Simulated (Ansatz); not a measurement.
# BrH6NOSi: the cost of one run

Method: RKS BHLYP-D4/def2-SVP, in Ansatz 0.2.0.

## Step 1: The starting structure

Bond lengths: Si1–Br2 2.705 Å, Si1–H3 1.465 Å, Si1–H4 1.449 Å, Si1–O5 1.607 Å, Si1–N7 2.123 Å, O5–H8 0.959 Å, N7–H9 1.009 Å, N7–H10 1.008 Å. Angles: Br2–Si1–H3 164.8°, Br2–Si1–H4 80.1°, Br2–Si1–O5 87.8°, Br2–Si1–N7 74.6°, H3–Si1–H4 107.8°, H3–Si1–O5 96.8°, H3–Si1–N7 90.2°, H4–Si1–O5 127.8°, H4–Si1–N7 114.3°, O5–Si1–N7 110.8°, Si1–O5–H8 122.5°, Si1–N7–H9 114.0°, Si1–N7–H10 115.2°, H9–N7–H10 110.5°.

Structure file:

```xyz
10

Si   -0.4089   -0.1819   -0.8155
Br    2.1447   -0.7626   -0.1372
H    -1.7744    0.3459   -0.8600
H     0.2717    0.2453   -2.0213
O    -0.7980   -1.6796   -0.3827
H     1.2582    0.5835    1.0335
N     0.0050    1.0109    0.8907
H    -0.1392   -2.3350   -0.1462
H    -0.5399    0.7670    1.7045
H    -0.0192    2.0065    0.7342
```

## Step 2: A restrained relaxation towards end A

Springs on the bonds that form and break draw the guess towards this end; the thresholds are loose.

input.yaml

```yaml
crystal:
  periodic: [false, false, false]
  atoms:
    - { symbol: Si, position_ang: [-0.4089, -0.1819, -0.8155] }
    - { symbol: Br, position_ang: [2.1447, -0.7626, -0.1372] }
    - { symbol: H, position_ang: [-1.7744, 0.3459, -0.86] }
    - { symbol: H, position_ang: [0.2717, 0.2453, -2.0213] }
    - { symbol: O, position_ang: [-0.798, -1.6796, -0.3827] }
    - { symbol: H, position_ang: [1.2582, 0.5835, 1.0335] }
    - { symbol: "N", position_ang: [0.005, 1.0109, 0.8907] }
    - { symbol: H, position_ang: [-0.1392, -2.335, -0.1462] }
    - { symbol: H, position_ang: [-0.5399, 0.767, 1.7045] }
    - { symbol: H, position_ang: [-0.0192, 2.0065, 0.7342] }
basis:
  gaussian: { orbitals: def2-SVP }
hamiltonian:
  xc: { name: BHLYP }
  dispersion: d4
relax:
  f_tol: 0.15
  max_steps: 25
  restrain:
    - { distance: [0, 6], at: 3.12, k: 30.0 }
    - { distance: [5, 1], at: 2.81, k: 30.0 }
    - { distance: [0, 1], at: 2.31, k: 30.0 }
    - { distance: [5, 6], at: 1.02, k: 30.0 }
```

The run is started by

```bash
> ansatz run input.yaml --threads 2 --pin off --max-ram 3072MiB --backend cpu --events-out ev --progress --plain --runs-dir out
```

Q: Estimate wall time and peak memory on 2 threads of Arm Neoverse V1, shared host.

About 69 s, with a peak of 0.25 GiB.
